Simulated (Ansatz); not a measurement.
# InH2F3: the cost of one run

Method: DFT PBE, scalar-relativistic, plane waves, PAW, unless a step names another level, in Ansatz 0.2.0.

## 1. The structure to begin with

It takes space group R-3m (No. 166, trigonal). Conventional cell: a = 5.924 Å, b = 5.924 Å, c = 7.364 Å, α = 90.00°, β = 90.00°, γ = 120.00°. Around In (site symmetry -3m) lie 6 F at 2.10 Å. H (site symmetry 3m) is surrounded by 1 H at 0.75 Å. F (site symmetry 2/m) is surrounded by 2 In at 2.10 Å.

Structure file:

```
In H F
1.0
     2.96195    1.71008    2.45483
    -2.96195    1.71008    2.45483
     0.00000   -3.42017    2.45483
In H F
1 2 3
Direct
  0.50000 0.50000 0.50000
  0.05073 0.05073 0.05073
  0.94927 0.94927 0.94927
  0.50000 0.00000 0.50000
  0.00000 0.50000 0.50000
  0.50000 0.50000 0.00000
```

It came out lowest among 29 distinct ends of the trial cells. At a tolerance of 0.02 Å it has space group R-3m (No. 166).

## 2. Tight relaxation for the response runs, on the response runs' mesh and smearing

The input, input.yaml:

```yaml
crystal:
  lattice:
    - [2.9619526497, 1.7100841596, 2.454827847]
    - [-2.9619526497, 1.7100841596, 2.454827847]
    - [0.0, -3.4201683193, 2.454827847]
  atoms:
    - { symbol: In, position: [0.5, 0.5, 0.5] }
    - { symbol: H, position: [0.0507254804, 0.0507254804, 0.0507254804] }
    - { symbol: H, position: [0.9492745196, 0.9492745196, 0.9492745196] }
    - { symbol: F, position: [0.5, 0.0, 0.5] }
    - { symbol: F, position: [0.0, 0.5, 0.5] }
    - { symbol: F, position: [0.5, 0.5, 0.0] }
basis:
  ecutwfc: 420
kpoints:
  mp_grid: { grid: [6, 6, 6] }
hamiltonian:
  xc: pbe
scf:
  occupations: { method: fixed }
output:
  forces: true
  stress: true
  eigenvalues: true
relax:
  adjacent_minimum: "off"
  f_tol: 0.001
  max_steps: 60
  cell: { stress_tol: 0.01 }
```

On the command line:

```bash
> ansatz run input.yaml --threads 3 --pin off --max-ram 7680MiB --backend cpu --events-out ev --progress --plain --runs-dir out
```

Q: Estimate wall time and peak memory on 3 threads of Arm Neoverse N1, shared host.

About 12 s, with a peak of 0.38 GiB.
